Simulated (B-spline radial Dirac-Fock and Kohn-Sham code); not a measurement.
# Ag²⁺: core levels and X-ray properties

What does theory give for the Ag²⁺ ion? The session works out how cheaper methods do for the levels.

The numbers are computed with B-spline radial Dirac-Fock and Kohn-Sham code (version 2): a free atom or ion on a radial basis; each step names its model.

## (1) The system

Silver as Ag²⁺, [Kr] 4d9.

| Quantity | Value |
| --- | --- |
| nuclear charge | 47 |
| electrons | 45 |
| mass number | 107 |
| nuclear rms radius | 4.5454 fm |

## (2) Dirac PBE, for comparison

Model: Dirac-Kohn-Sham PBE, finite nucleus, spherical and without spin polarisation.

Settings, as recorded:

```ini
task = binding-ladder
Z = 47
charge = 2
configuration = 1s2 2s2 2p6 3s2 3p6 3d10 4s2 4p6 4d9
mass_number = 107
rms_radius = 4.5454  # fm
method = pbe,pbe
relativity = dirac
```

From the run's result record (rounded, not every field):

```text
status: converged
shells: ["K", "L1", "L2", "L3", "M1", "M2", "M3", "M4", "M5", "N1", "N2", "N3", "N4,5"]
minus_eigenvalue [eV]: [25337.1, 3749.01, 3485.56, 3310.23, 705.912, 601.106, 570.164, 384.643, 378.411, 117.53, 84.4782, 79.3458, 28.888]
delta_scf [eV]: [25649.6, 3803.0, 3552.92, 3374.0, 724.487, 620.151, 588.651, 404.774, 398.35, 126.437, 93.0647, 87.7931, 36.1907]
total_energy [Ha]: -5316.03277
dirac_fock_binding [eV]: [25546.5, 3845.87, 3558.15, 3385.28, 753.479, 638.76, 607.489, 406.004, "-", 135.187, 97.4342, 92.3233, 34.2963]
```

Beside the Dirac-Fock ΔSCF result with Breit and QED, in eV:

```
level       -ε    miss     ΔSCF    miss  Dirac-Fock
    K  25337.1  -209.4  25649.6  +103.1     25546.5
   L1   3749.0   -96.9   3803.0   -42.9      3845.9
   L2   3485.6   -72.6   3552.9    -5.2      3558.2
   L3   3310.2   -75.0   3374.0   -11.3      3385.3
   M1    705.9   -47.6    724.5   -29.0       753.5
   M2    601.1   -37.7    620.2   -18.6       638.8
   M3    570.2   -37.3    588.7   -18.8       607.5
   M4    384.6   -21.4    404.8    -1.2       406.0
   N1    117.5   -17.7    126.4    -8.7       135.2
   N2    84.48   -13.0    93.06    -4.4       97.43
   N3    79.35   -13.0    87.79    -4.5       92.32
 N4,5    28.89    -5.4    36.19    +1.9       34.30
```

## (3) Cost and miss of the cheaper method

| method | level | eigenvalue miss (%) | ΔSCF miss (%) | time |
| --- | --- | --- | --- | --- |
| Dirac PBE | K | -0.82 | +0.40 | 7.1 s |

Times cover the ground state and all hole states of a step, on one thread of a shared host; states solved in an earlier step are reused, and a first call can include compiling.

## (4) What came out

| quantity | value |
| --- | --- |
| Dirac PBE, K: eigenvalue / ΔSCF | 25337.1 / 25649.6 eV |

In words: Dirac PBE misses the K level by -0.8 % with its eigenvalue and by +0.4 % with ΔSCF. Breit and QED terms, which only the reference holds, shift this level by tenths of a per cent, so the eigenvalue's nearness can be cancellation. The Hartree-Fock and Dirac-Fock values hold no electron correlation.
